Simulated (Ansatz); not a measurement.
# C2H6ClGeN: the cost of one run

Method: functionals in def2-TZVPP, the program's frozen cores in correlated methods; program: Ansatz 0.2.0, Gaussian basis.

Plan: PBE-D4, r2SCAN-D4, PBE0-D4, B3LYP-D4, ωB97X-V, ωB97M-V, B2PLYP; CCSD(T)/def2-TZVPP; MP2/def2-QZVPP; extrapolation to the limit.

## Step 1: The geometry

The geometry comes from an earlier relaxation with PBE0-D4 in a triple-zeta def2 set; it is a stationary point, not always the lowest conformer.

SMILES `N/C(Cl)=[CH]/[GeH3]`, 11 atoms, charge 0, spin multiplicity 1.

Atoms are counted from 1 here; the program's logs count them from 0.

Bond lengths: N1–C2 1.374 Å, N1–H6 1.008 Å, N1–H7 1.007 Å, C2–Cl3 1.737 Å, C2–C4 1.334 Å, C4–Ge5 1.926 Å, C4–H8 1.087 Å, Ge5–H9 1.539 Å, Ge5–H10 1.539 Å, Ge5–H11 1.539 Å. Angles: C2–N1–H6 114.7°, C2–N1–H7 115.9°, H6–N1–H7 114.0°, N1–C2–Cl3 111.5°, N1–C2–C4 127.6°, Cl3–C2–C4 120.8°, C2–C4–Ge5 125.1°, C2–C4–H8 116.4°, Ge5–C4–H8 118.4°, C4–Ge5–H9 107.6°, C4–Ge5–H10 111.4°, C4–Ge5–H11 111.6°, H9–Ge5–H10 108.8°, H9–Ge5–H11 108.9°, H10–Ge5–H11 108.4°.

## Step 2: PBE-D4 (GGA)

Contents of in.yaml:

```yaml
crystal:
  periodic: [false, false, false]
  atoms:
    - {symbol: N, position_ang: [-1.216517, 1.129510, -1.548046]}
    - {symbol: C, position_ang: [-0.252708, 0.490786, -0.805967]}
    - {symbol: Cl, position_ang: [1.264681, 0.432775, -1.649775]}
    - {symbol: C, position_ang: [-0.395734, -0.094741, 0.384174]}
    - {symbol: Ge, position_ang: [0.970670, -1.100043, 1.296250]}
    - {symbol: H, position_ang: [-2.049066, 1.375061, -1.036124]}
    - {symbol: H, position_ang: [-0.888173, 1.852229, -2.167314]}
    - {symbol: H, position_ang: [-1.370775, -0.001538, 0.854861]}
    - {symbol: H, position_ang: [0.364374, -1.624732, 2.609471]}
    - {symbol: H, position_ang: [2.189094, -0.220342, 1.628314]}
    - {symbol: H, position_ang: [1.449554, -2.295865, 0.454756]}
basis:
  gaussian: {orbitals: def2-TZVPP}
hamiltonian: {xc: pbe, dispersion: d4}
output: {forces: true, orbitals: {seedname: orbitals}}
```

Launch:

```console
$ ansatz run in.yaml --threads 4 --pin off --events-out ev --progress --plain --max-ram 10444MiB
```

What time and memory should one allow on 4 threads of Arm Neoverse V1, shared host?

About 3.3 s, with a peak of 0.39 GiB.
